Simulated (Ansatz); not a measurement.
# AsH3OS (SMILES OS[AsH2]): single points off equilibrium

One table from this session's results is given with a row withheld; the runs are named, their logs left out.

The runs use Ansatz 0.2.0, Gaussian basis; single points in def2-TZVPP.

Correlated methods freeze the cores. Filled d shells of the heavier atoms are correlated.

### The starting structure

SMILES `OS[AsH2]`, 6 atoms, charge 0, spin multiplicity 1.

Atoms are counted from 1 here; the program's logs count them from 0.

Bond lengths: O1–S2 1.656 Å, O1–H4 1.021 Å, S2–As3 2.232 Å, As3–H5 1.555 Å, As3–H6 1.426 Å. Angles: S2–O1–H4 108.4°, O1–S2–As3 98.9°, S2–As3–H5 94.2°, S2–As3–H6 97.5°, H5–As3–H6 95.7°.

Geometry (Å):

```xyz
6
charge 0, multiplicity 1
O    -0.7003   -1.1348   -0.5937
S    -1.2296    0.4294   -0.4727
As    0.6473    1.3704    0.2859
H    -1.1972   -1.6979    0.0979
H     1.5677    0.5953   -0.6983
H     0.8574    0.4971    1.3936
```

The first run:

run/in.yaml

```yaml
crystal:
  periodic: [false, false, false]
  atoms:
    - {symbol: O, position_ang: [-0.700300, -1.134800, -0.593700]}
    - {symbol: S, position_ang: [-1.229600, 0.429400, -0.472700]}
    - {symbol: As, position_ang: [0.647300, 1.370400, 0.285900]}
    - {symbol: H, position_ang: [-1.197200, -1.697900, 0.097900]}
    - {symbol: H, position_ang: [1.567700, 0.595300, -0.698300]}
    - {symbol: H, position_ang: [0.857400, 0.497100, 1.393600]}
basis:
  gaussian: {orbitals: def2-TZVPP}
correlation: {method: ccsd_t}
output: {forces: true}
```

The command line of these runs was not kept.

Steps of the session up to this table: CCSD(T)/def2-TZVPP; PBE0-D4/def2-TZVPP; wB97M-V/def2-TZVPP; r2SCAN-D4/def2-TZVPP; PBE-D4/def2-TZVPP; r2SCANh-D4/def2-TZVPP; HSE06-D4/def2-TZVPP.

One table of the session follows, with a row left open; its other results are not shown here.

```
    method  RMS force component (eV/Å)  angle to CCSD(T) forces (°)  dipole (D)
   CCSD(T)                       1.167                    reference        1.70
   PBE0-D4                       1.191                          8.3        1.74
   wB97M-V                       1.168                          5.5        1.71
 r2SCAN-D4                       1.160                          4.7        1.77
    PBE-D4                           ?                            ?           ?
r2SCANh-D4                       1.179                          6.1        1.77
  HSE06-D4                       1.189                          8.3        1.74
```

Estimate the missing values for PBE-D4.

**Answer.** RMS force component (eV/Å): 1.152; angle to CCSD(T) forces (°): 12.8; dipole (D): 1.69. In the column «RMS force component (eV/Å)» it is the lowest.
